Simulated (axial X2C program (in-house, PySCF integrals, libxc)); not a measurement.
# BiCl⁺: bond curves with and without spin–orbit coupling

What are the state, bond length, wavenumber and bond energy of BiCl⁺, and what does spin–orbit coupling change?

Computed with an in-house X2C program for linear molecules on PySCF integrals. Level: all-electron X2C, Bi dyall-cv3z, Cl dyall-av3z.

All values are calculated.

## (1) Input

Contents of task.json:

```json
{
 "zs": [
  83,
  17
 ],
 "q": 1,
 "bas": [
  "dyall-cv3z",
  "dyall-av3z"
 ],
 "levels": [
  "PBE0",
  "HF",
  "M06"
 ],
 "cc": true,
 "r0": 2.5,
 "thr": -1.0,
 "nmax": 90,
 "npts": 10,
 "nst": 2,
 "ntry": 6
}
```

Keys: zs atomic numbers; q charge; bas basis sets; levels methods (HF also brings MP2); cc coupled cluster on or off; r0 starting distance in Å; thr threshold in hartree for freezing inner shells (an s shell follows its p shell); nmax most natural virtual spinors; npts points asked for on the curve; nst determinants followed; ntry starts of the search.

On the command line:

```sh
> python so2c.py task.json out
```

Spin-free means the one-electron spin-free X2C Hamiltonian; two-component (2c) means X2C with spin–orbit coupling and atomic mean-field two-electron Coulomb and Gaunt terms. Basis: Bi dyall-cv3z contracted to [12s14p10d6f1g], Cl dyall-av3z contracted to [9s8p3d2f]; Gaussian nuclei, density fitting. Masses: Bi 208.980 u, Cl 34.969 u.

Notation: σ, π±, δ± give the projection m of an orbital's angular momentum (0, ±1, ±2), α and β its spin, Λ and M_S the sums; ω is the projection of a spinor's total angular momentum and Ω the sum. Logs are in hartree.

The results follow Hamiltonian by Hamiltonian and level by level.

## (2) Which state to follow

PBE0 moves the distance from 2.500 Å to 2.361 Å and compares determinants there.

Spin-free determinants:

```csv
ΔE (eV),state,open shells
0.00,"M_S = 1/2, Λ = 1",beyond closed shells: π+α
2.97,"M_S = 1/2, Λ = 0",beyond closed shells: σα
3.26,"M_S = 3/2, Λ = 1","beyond closed shells: 2 × π+α, π+β, 2 × π-α"
3.62,"M_S = 3/2, Λ = 0","beyond closed shells: σα, π+α, π-α"
3.94,"M_S = 1/2, Λ = 0","beyond closed shells: σβ, π+α, π-α"
4.16,"M_S = 1/2, Λ = 3","beyond closed shells: 2 × π+α, 2 × π+β, π-α"
4.16,"M_S = 1/2, Λ = 1","beyond closed shells: π+α, 2 × π+β, 2 × π-α"
```

Two-component determinants:

```json
{"ΔE (eV)": "0.00", "state": "Ω = 1/2", "open shells": "excess of +ω over −ω: ω = 1/2"}
{"ΔE (eV)": "1.45", "state": "Ω = 3/2", "open shells": "excess of +ω over −ω: ω = 3/2"}
{"ΔE (eV)": "3.12", "state": "Ω = 3/2", "open shells": "excess of +ω over −ω: ω = 3/2"}
{"ΔE (eV)": "3.94", "state": "Ω = 5/2", "open shells": "excess of +ω over −ω: ω = -1/2, 2 × ω = 3/2"}
{"ΔE (eV)": "4.05", "state": "Ω = 1/2", "open shells": "excess of +ω over −ω: 2 × ω = -1/2, ω = 3/2"}
{"ΔE (eV)": "4.71", "state": "Ω = 7/2", "open shells": "excess of +ω over −ω: ω = 1/2, 2 × ω = 3/2"}
{"ΔE (eV)": "4.85", "state": "Ω = 5/2", "open shells": "excess of +ω over −ω: 2 × ω = 1/2, ω = 3/2"}
```

## (3) PBE0, spin-free

State followed: M_S = 1/2, Λ = 1 (beyond closed shells: π+α). The scan is laid around 2.361 Å, a first estimate of the minimum, and this SCF restarts from the orbitals of the search.

The SCF at the reference distance of 2.361 Å:

```text
spin-free X2C-1e  PBE0
basis functions 217  fitting functions 1166  grid points 5080
iter        total energy     max residual
   1     -21996.643570618     8.99e-05
   2     -21996.643570650     5.71e-05
   3     -21996.643570669     1.12e-05
   4     -21996.643570671     4.67e-06
converged
one-electron -30679.45057687  Coulomb 8798.08012950  exact exchange -106.24639224  xc functional -325.27791472  nuclear repulsion 316.25118365
```

Along the bond, energies from the lowest point:

```
R (Å)  E (eV)  μ (D)  HOMO (eV)  LUMO (eV)  iterations
2.148  0.3853  -0.75     -12.09     -10.25          24
2.219  0.1242  -1.09     -12.21     -10.37          26
2.290  0.0076  -1.42     -12.32     -10.48          21
2.361  0.0000  -1.73     -12.43     -10.59           4
2.444  0.0922  -2.08     -12.55     -10.72          21
2.526  0.2613  -2.41     -12.66     -10.83          21
2.632  0.5514  -2.78     -12.79     -10.97          22
```

Dipoles are positive if Cl is the positive end and refer to the centre of mass.

Outer orbitals at the reference distance:

```tsv
symmetry	occupied	ε (eV)	atomic character
σα	yes	-29.01	78% Cl s, 8% Bi s, 5% Bi p
σβ	yes	-28.90	80% Cl s, 7% Bi s, 6% Bi p
σα	yes	-23.53	69% Bi s, 14% Cl p, 10% Cl s
σβ	yes	-22.70	69% Bi s, 16% Cl p, 9% Cl s
σα	yes	-16.21	62% Cl p, 27% Bi p, 6% Bi s
σβ	yes	-16.07	62% Cl p, 26% Bi p, 8% Bi s
π+α	yes	-15.57	83% Cl p, 14% Bi p
π-α	yes	-15.31	85% Cl p, 11% Bi p, 2% Bi d
π-β	yes	-15.25	88% Cl p, 8% Bi p, 2% Bi d
π+β	yes	-15.25	88% Cl p, 8% Bi p, 2% Bi d
π+α	yes	-12.43	78% Bi p, 14% Cl p, 4% Cl d
π-α	no	-10.59	80% Bi p, 12% Cl p, 5% Cl d
π-β	no	-9.69	83% Bi p, 9% Cl p, 6% Cl d
π+β	no	-9.69	83% Bi p, 9% Cl p, 6% Cl d
σα	no	-7.58	54% Bi p, 18% Cl p, 12% Bi d
```

PBE0 fields in the half plane through the axis: z from -2.4 to 4.5 Å across, distance from the axis 0.15 to 2.25 Å upwards; Bi lies at z = 0 and Cl at z = 2.361 Å; the ELF is damped to zero where the density is low.

log10 density (e/bohr³). Ten even steps from ' ' (-5.01 ) to '@' (1.95 ):
```
    ....::::::::::::::::::::::::::::::......    
  ....::::--------------------------::::::....  
....::::----========--------------------::::..  
..::::----============================----::::..
..::----====++++++++++======++++++++====----::..
::::--====++++******++++++++++****++++++==--::..
::::--==++++**######**++++++**********++==----::
::----==++**##%%@@%%##**++****##%%##**++==----::
```

ELF. Ten even steps from '0' (0.00 ) to '9' (0.89 ):
```
000001232210000000000000
000124555321001122100000
000246676531113454320000
001356665542236777642000
002466544432358999874100
013565445432479999986200
013664576752488215996310
014664635362484781897310
```

Re = 2.331 Å, ωe = 407 cm⁻¹, ωexe = 1.01 cm⁻¹, Be = 0.1036 cm⁻¹, De = 3.36 eV, μ = -1.60 D.

## (4) HF, spin-free

The SCF at the reference distance of 2.361 Å:

```text
spin-free X2C-1e  HF
basis functions 217  fitting functions 1166  grid points 5080
iter        total energy     max residual
   1     -21990.104832674     6.47e-01
   2     -21990.145439954     1.39e-02
   3     -21990.146787955     1.96e-02
   4     -21990.147029220     3.45e-03
   5     -21990.147068361     1.53e-03
   6     -21990.147077141     1.21e-03
   7     -21990.147078544     9.82e-05
   8     -21990.147078722     8.46e-05
   9     -21990.147078761     4.52e-05
  10     -21990.147078776     1.12e-05
  11     -21990.147078779     9.65e-06
  12     -21990.147078780     3.45e-06
  13     -21990.147078780     8.03e-07
converged
one-electron -30678.77094318  Coulomb 8797.52799686  exact exchange -425.15531612  xc functional 0.00000000  nuclear repulsion 316.25118365
```

Re = 2.333 Å, ωe = 415 cm⁻¹, ωexe = 0.979 cm⁻¹, Be = 0.1034 cm⁻¹, De = 1.61 eV, μ = -2.35 D.

## (5) M06, spin-free

Output at 2.361 Å:

```text
spin-free X2C-1e  M06
basis functions 217  fitting functions 1166  grid points 5080
iter        total energy     max residual
   1     -21997.238712365     5.54e-01
   2     -21997.252711314     8.88e-03
   3     -21997.253331576     2.12e-02
   4     -21997.253423279     3.50e-03
   5     -21997.253448994     5.01e-03
   6     -21997.253454238     7.03e-04
   7     -21997.253454400     1.81e-04
   8     -21997.253454467     1.45e-04
   9     -21997.253454473     2.20e-05
  10     -21997.253454473     8.29e-07
converged
one-electron -30679.55886531  Coulomb 8798.24285429  exact exchange -114.76397217  xc functional -317.42465494  nuclear repulsion 316.25118365
```

Re = 2.343 Å, ωe = 404 cm⁻¹, ωexe = 0.92 cm⁻¹, Be = 0.1025 cm⁻¹, De = 3.78 eV, μ = -1.63 D.

## (6) Correlated methods, spin-free

Correlated methods: 11 electrons correlated (frozen shells, counted by type: Bi 5 s, 4 p, 3 d, 1 f; Cl 2 s, 1 p), 247 virtual spinors in MP2, 90 natural virtuals in coupled cluster.

Output of the correlated part at 2.361 Å:

```text
correlated 11  virtual 247  natural virtual 90  E(MP2) -0.260983584  MP2 remainder -0.008235647
iter   CCSD correlation   residual
   1     -0.267036170   1.15e-01
   2     -0.273174097   4.87e-02
   3     -0.275532399   2.16e-02
   4     -0.275545665   8.74e-03
   5     -0.275629345   3.65e-03
   6     -0.275641870   1.35e-03
   7     -0.275640072   3.71e-04
   8     -0.275643720   1.39e-04
   9     -0.275641836   5.67e-05
  10     -0.275641712   2.28e-05
  11     -0.275641368   1.21e-05
  12     -0.275641359   5.76e-06
(T) -0.013166997  T1 0.0283  D1 0.0550  max T2 0.080
```

T1 in the output is the amplitude norm over the root of the electron number; divide by √2 for the Lee–Taylor value.

MP2: Re = 2.341 Å, ωe = 410 cm⁻¹, Be = 0.1027 cm⁻¹, De = 3.18 eV.

CCSD: Re = 2.344 Å, ωe = 405 cm⁻¹, ωexe = 0.992 cm⁻¹, Be = 0.1024 cm⁻¹, De = 2.91 eV. T1 at Re = 0.020 (Lee–Taylor, the printed value over √2).

CCSD(T): Re = 2.352 Å, ωe = 399 cm⁻¹, ωexe = 0.973 cm⁻¹, Be = 0.1018 cm⁻¹, De = 3.08 eV. T1 at Re = 0.020 (Lee–Taylor, the printed value over √2).

## (7) The spin-free curves together

Energy (eV) of the followed determinant, spin-free, from each level's lowest point:

```
R (Å)   PBE0     HF    MP2   CCSD  CCSD(T)    M06
2.148  0.385  0.410  0.448  0.456    0.484  0.448
2.219  0.124  0.135  0.159  0.166    0.185  0.162
2.290  0.008  0.011  0.022  0.026    0.035  0.024
2.361  0.000  0.000  0.000  0.000    0.000  0.000
2.444  0.092  0.093  0.081  0.076    0.065  0.077
2.526  0.261  0.268  0.247  0.232    0.211  0.235
2.632  0.551  0.568  0.551  0.512    0.478  0.514
```

## (8) PBE0, 2c

State followed: Ω = 1/2 (excess of +ω over −ω: ω = 1/2). The scan is laid around 2.361 Å, a first estimate of the minimum, and this SCF restarts from the orbitals of the search.

Output at 2.361 Å:

```text
two-component X2C + atomic mean field  PBE0
basis functions 217  fitting functions 1166  grid points 5080
iter        total energy     max residual
   1     -22004.131759471     6.19e-05
   2     -22004.131759471     1.07e-06
converged
one-electron -30664.47339438  Coulomb 8796.88322025  exact exchange -106.24853209  xc functional -325.37911119  nuclear repulsion 316.25118365  atomic mean-field constant -21.16512571
```

Along the bond, energies from the lowest point:

```
R (Å)  E (eV)  μ (D)  HOMO (eV)  LUMO (eV)  iterations
2.148  0.4580  -0.87     -12.68     -10.04          25
2.219  0.1749  -1.21     -12.81     -10.18          25
2.290  0.0340  -1.53     -12.93     -10.32          24
2.361  0.0000  -1.84     -13.04     -10.45           2
2.444  0.0588  -2.17     -13.15     -10.59          23
2.526  0.1913  -2.47     -13.25     -10.72          22
2.632  0.4283  -2.78     -13.36     -10.87          28
```

Dipoles are positive if Cl is the positive end and refer to the centre of mass.

Outer spinors at the reference distance:

```json
{"ω": "-1/2", "occupied": "yes", "ε (eV)": "-28.88", "atomic character": "79% Cl s, 8% Bi s, 6% Bi p", "λ mixture": "100% σ"}
{"ω": "1/2", "occupied": "yes", "ε (eV)": "-28.80", "atomic character": "80% Cl s, 6% Bi s, 6% Bi p", "λ mixture": "100% σ"}
{"ω": "-1/2", "occupied": "yes", "ε (eV)": "-23.28", "atomic character": "69% Bi s, 14% Cl p, 10% Cl s", "λ mixture": "100% σ"}
{"ω": "1/2", "occupied": "yes", "ε (eV)": "-22.52", "atomic character": "68% Bi s, 16% Cl p, 9% Cl s", "λ mixture": "100% σ"}
{"ω": "1/2", "occupied": "yes", "ε (eV)": "-16.28", "atomic character": "55% Cl p, 34% Bi p, 6% Bi s", "λ mixture": "79% σ, 21% π"}
{"ω": "-1/2", "occupied": "yes", "ε (eV)": "-16.14", "atomic character": "58% Cl p, 32% Bi p, 6% Bi s", "λ mixture": "96% σ, 4% π"}
{"ω": "1/2", "occupied": "yes", "ε (eV)": "-15.52", "atomic character": "81% Cl p, 14% Bi p", "λ mixture": "82% π, 18% σ"}
{"ω": "-3/2", "occupied": "yes", "ε (eV)": "-15.19", "atomic character": "88% Cl p, 8% Bi p, 2% Bi d", "λ mixture": "100% π"}
{"ω": "-1/2", "occupied": "yes", "ε (eV)": "-15.19", "atomic character": "85% Cl p, 11% Bi p, 2% Bi d", "λ mixture": "99% π, 1% σ"}
{"ω": "3/2", "occupied": "yes", "ε (eV)": "-15.08", "atomic character": "90% Cl p, 6% Bi p, 2% Bi d", "λ mixture": "100% π"}
{"ω": "1/2", "occupied": "yes", "ε (eV)": "-13.04", "atomic character": "67% Bi p, 24% Cl p, 4% Cl d", "λ mixture": "92% π, 8% σ"}
{"ω": "-1/2", "occupied": "no", "ε (eV)": "-10.45", "atomic character": "73% Bi p, 18% Cl p, 5% Cl d", "λ mixture": "91% π, 9% σ"}
{"ω": "-3/2", "occupied": "no", "ε (eV)": "-9.76", "atomic character": "83% Bi p, 9% Cl p, 5% Cl d", "λ mixture": "100% π"}
{"ω": "3/2", "occupied": "no", "ε (eV)": "-8.97", "atomic character": "84% Bi p, 7% Cl p, 6% Cl d", "λ mixture": "100% π"}
{"ω": "-1/2", "occupied": "no", "ε (eV)": "-7.25", "atomic character": "57% Bi p, 16% Cl p, 12% Bi d", "λ mixture": "93% σ, 7% π"}
```

PBE0 fields in the half plane through the axis: z from -2.4 to 4.5 Å across, distance from the axis 0.15 to 2.25 Å upwards; Bi lies at z = 0 and Cl at z = 2.361 Å; the ELF is damped to zero where the density is low.

log10 density (e/bohr³). Ten even steps from '0' (-5.00 ) to '9' (1.95 ):
```
001122222222222222211100
011223333333333333222110
112233344433333333332210
122334444444444444433221
123344555554445555443321
223445566655555665554321
223455677765556666654332
233456789876566787654332
```

ELF. Ten even steps from '0' (0.00 ) to '9' (0.89 ):
```
000001222100000000000000
000023444310001222100000
000245666431013454320000
001356665532136787642000
002566544432358999874100
013665445432379999986200
014664576752488215996310
024664635362484781897310
```

Re = 2.352 Å, ωe = 384 cm⁻¹, ωexe = 1.19 cm⁻¹, Be = 0.1017 cm⁻¹, De = 2.10 eV, μ = -1.80 D.

## (9) HF, 2c

The SCF at the reference distance of 2.361 Å:

```text
two-component X2C + atomic mean field  HF
basis functions 217  fitting functions 1166  grid points 5080
iter        total energy     max residual
   1     -21997.498244551     1.08e+00
   2     -21997.538513347     1.38e-02
   3     -21997.539862128     3.09e-02
   4     -21997.540116861     6.09e-03
   5     -21997.540176797     3.24e-03
   6     -21997.540197872     3.20e-03
   7     -21997.540203005     4.63e-04
   8     -21997.540204884     5.76e-04
   9     -21997.540205359     3.64e-04
  10     -21997.540205511     4.12e-05
  11     -21997.540205540     4.42e-05
  12     -21997.540205547     3.25e-05
  13     -21997.540205550     6.25e-06
  14     -21997.540205551     7.85e-06
  15     -21997.540205552     4.99e-06
  16     -21997.540205552     7.51e-07
converged
one-electron -30663.87790876  Coulomb 8796.41158809  exact exchange -425.15994282  xc functional 0.00000000  nuclear repulsion 316.25118365  atomic mean-field constant -21.16512571
```

No constants are quoted: the solution changes its character somewhere along the scan, so the fit is set aside.

## (10) M06, 2c

The SCF at the reference distance of 2.361 Å:

```text
two-component X2C + atomic mean field  M06
basis functions 217  fitting functions 1166  grid points 5080
iter        total energy     max residual
   1     -22004.638461638     5.69e-01
   2     -22004.653399634     7.86e-03
   3     -22004.653989257     1.92e-02
   4     -22004.654060791     3.04e-03
   5     -22004.654082216     4.24e-03
   6     -22004.654086315     4.88e-04
   7     -22004.654086545     1.52e-04
   8     -22004.654086584     1.21e-04
   9     -22004.654086597     7.35e-06
  10     -22004.654086598     1.50e-06
converged
one-electron -30664.56189873  Coulomb 8797.02623457  exact exchange -114.76637816  xc functional -317.43810223  nuclear repulsion 316.25118365  atomic mean-field constant -21.16512571
```

Re = 2.368 Å, ωe = 376 cm⁻¹, ωexe = 1.28 cm⁻¹, Be = 0.1003 cm⁻¹, De = 1.95 eV, μ = -1.81 D.

## (11) Correlated methods, 2c

Correlated methods: 11 electrons correlated (frozen shells, counted by type: Bi 5 s, 4 p, 3 d, 1 f; Cl 2 s, 1 p), 247 virtual spinors in MP2, 90 natural virtuals in coupled cluster.

Output of the correlated part at 2.361 Å:

```text
correlated 11  virtual 247  natural virtual 90  E(MP2) -0.257727415  MP2 remainder -0.008257712
iter   CCSD correlation   residual
   1     -0.264417909   1.09e-01
   2     -0.270594950   4.40e-02
   3     -0.272637160   1.96e-02
   4     -0.272663733   8.14e-03
   5     -0.272747424   3.50e-03
   6     -0.272760703   1.51e-03
   7     -0.272760674   6.32e-04
   8     -0.272767113   3.25e-04
   9     -0.272762821   1.48e-04
  10     -0.272763431   5.29e-05
  11     -0.272762908   2.01e-05
  12     -0.272763003   9.17e-06
  13     -0.272763007   4.29e-06
(T) -0.012604084  T1 0.0270  D1 0.0556  max T2 0.056
```

MP2: No constants are quoted: the reference changes its character somewhere along the scan, so the fit is set aside.

CCSD: No constants are quoted: the reference changes its character somewhere along the scan, so the fit is set aside.

CCSD(T): No constants are quoted: the reference changes its character somewhere along the scan, so the fit is set aside.

## (12) A higher determinant, 2c

State: Ω = 3/2 (excess of +ω over −ω: ω = 3/2).

Output at the reference distance:

```text
two-component X2C + atomic mean field  PBE0
basis functions 217  fitting functions 1166  grid points 5080
iter        total energy     max residual
   1     -22004.078362826     2.83e-05
   2     -22004.078362826     2.75e-06
converged
one-electron -30663.26258397  Coulomb 8795.69407090  exact exchange -106.23987210  xc functional -325.35603559  nuclear repulsion 316.25118365  atomic mean-field constant -21.16512571
```

```
R (Å)  E above the lowest PBE0 point (eV)
2.148                               1.831
2.219                               1.577
2.290                               1.463
2.361                               1.453
2.444                               1.536
2.526                               1.690
2.632                               1.948
```

Re = 2.333 Å, ωe = 395 cm⁻¹, ωexe = 1.23 cm⁻¹, Be = 0.1034 cm⁻¹, μ = -0.99 D. Te = 1.45 eV.

## (13) The 2c curves together

Energy (eV) of the followed determinant, 2c, from each level's lowest point:

```
R (Å)   PBE0  HF (jumps)  MP2 (its reference jumps)  CCSD (its reference jumps)  CCSD(T) (its reference jumps)    M06
2.148  0.458       0.480                      0.503                       0.521                          0.546  0.525
2.219  0.175       0.185                      0.197                       0.211                          0.227  0.216
2.290  0.034       0.037                      0.041                       0.050                          0.057  0.053
2.361  0.000       0.000                      0.000                       0.000                          0.000  0.000
2.444  0.059       0.057                      0.065                       0.046                          0.038  0.039
2.526  0.191       0.185                      0.233                       0.170                          0.158  0.154
2.632  0.428       0.381                      0.638                       0.409                          0.405  0.368
```

The whole job took 4.6 min on 1 thread of Arm Neoverse V1, shared host; peak memory 0.76 GiB.

## (14) Constants

Lowest determinant that the search found at its distance, spin-free: M_S = 1/2, Λ = 1 (beyond closed shells: π+α).

Lowest determinant that the search found at its distance, 2c: Ω = 1/2 (excess of +ω over −ω: ω = 1/2).

| Hamiltonian | level | Re (Å) | ωe (cm⁻¹) | De (eV) | μ (D) |
| --- | --- | --- | --- | --- | --- |
| spin-free | PBE0 | 2.331 | 407 | 3.36 | -1.60 |
| spin-free | HF | 2.333 | 415 | 1.61 | -2.35 |
| spin-free | MP2 | 2.341 | 410 | 3.18 | n/a |
| spin-free | CCSD | 2.344 | 405 | 2.91 | n/a |
| spin-free | CCSD(T) | 2.352 | 399 | 3.08 | n/a |
| spin-free | M06 | 2.343 | 404 | 3.78 | -1.63 |
| 2c | PBE0 | 2.352 | 384 | 2.10 | -1.80 |
| 2c | M06 | 2.368 | 376 | 1.95 | -1.81 |

Dipoles are positive if Cl is the positive end and refer to the centre of mass. No constants: 2c HF (the solution changes its character somewhere along the scan, so the fit is set aside); 2c MP2 (the reference changes its character somewhere along the scan, so the fit is set aside); 2c CCSD (the reference changes its character somewhere along the scan, so the fit is set aside); 2c CCSD(T) (the reference changes its character somewhere along the scan, so the fit is set aside).

Time per point (s) on 1 thread of Arm Neoverse V1, shared host (2c runs); the times are rough: PBE0 2.5, M06 3.6.

At PBE0, going from spin-free to two-component changes Re by +22 mÅ, ωe by -5.7 %, so spin–orbit coupling matters for this bond. It costs about 1.7 times the time. De moves by -1.26 eV; both De rest on single-determinant atoms, which can miss part of an open shell's spin–orbit lowering.

De refers to Bi+ + Cl, each in the lowest determinant found, which need not be this curve's own limit. Each curve is one determinant whose occupation by symmetry is held fixed; it was picked as the lowest of a PBE0 search that is not exhaustive. Dissociation energies refer to the lowest single-determinant-based atoms at the same level and basis. Density functionals use the spin component along the axis (collinear). CCSD and (T) use frozen natural virtuals with an MP2 correction for the truncation. The meta-GGAs lack a current-density term, which matters for open shells with orbital currents, atoms included. With the outer-core shells frozen, correlated bond lengths of heavy atoms tend to come out a few hundredths of an ångström too long.
